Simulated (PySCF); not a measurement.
# C5H5F3O: electronic excitations

Wanted: the electronic excitations of C5H5F3O (`FC(F)(F)[C@H]1C=COC1`), by calculation.

The runs use PySCF 2.14.0, with density-fitted response routines of our own; the level of theory stands in each step. All values are computed, except where a source is named. Atoms count from 0, in the outputs and in this text.

## (1) Starting geometry

14 atoms, charge 0, multiplicity 1; geometry from: GFN2-xTB.

Bonds of the start (Å): F0–C1 1.34, C1–F2 1.35, C1–F3 1.34, C1–C4 1.52, C4–C5 1.51, C5–C6 1.33, C6–O7 1.35, O7–C8 1.42, C8–C4 1.54, C4–H9 1.09, C5–H10 1.07, C6–H11 1.07, C8–H12 1.09, C8–H13 1.09.

## (2) Ultraviolet spectrum: PBE0/def2-SVPD

The job: settings as JSON, then the geometry in Å.

```
{"job": {"kind": "uv", "xc": "PBE0", "basis": "def2-SVPD", "nstates": 8, "ntriplets": 3}, "charge": 0, "multiplicity": 1}
F      0.843873     1.223582    -1.487099
C      1.409411     0.672925    -0.406467
F      2.428556    -0.082218    -0.854655
F      1.958242     1.672455     0.296834
C      0.427856    -0.141740     0.428059
C     -0.760367     0.689576     0.843033
C     -1.850199     0.162090     0.300289
O     -1.645860    -0.955420    -0.431711
C     -0.252324    -1.249474    -0.405793
H      0.996289    -0.532664     1.277646
H     -0.681219     1.567161     1.449527
H     -2.873189     0.483963     0.364772
H     -0.116704    -2.238557     0.039542
H      0.114957    -1.272149    -1.436145
```

Level: TDDFT PBE0/def2-SVPD, vertical, gas phase, core orbitals frozen in the response.

What will the session give for the following? lowest singlet (PBE0/def2-SVPD); brightest single state of those computed; lowest triplet. Wanted: lowest singlet; brightest single state of those computed; lowest triplet.

As calculated:

```
                                quantity                        value
         lowest singlet (PBE0/def2-SVPD)  6.21 eV (200 nm), f = 0.064
brightest single state of those computed  state 2, 6.34 eV, f = 0.098
                          lowest triplet                      4.06 eV
```

What this shows: The lowest singlet, at 6.21 eV, is HOMO→LUMO+1 0.52, HOMO→LUMO 0.46 and is bright; of the 8 states computed, the strongest absorption comes from state 2 at 6.34 eV. The lowest triplet lies 2.15 eV below the lowest singlet (triplets in Tamm-Dancoff, singlets in full TDDFT).
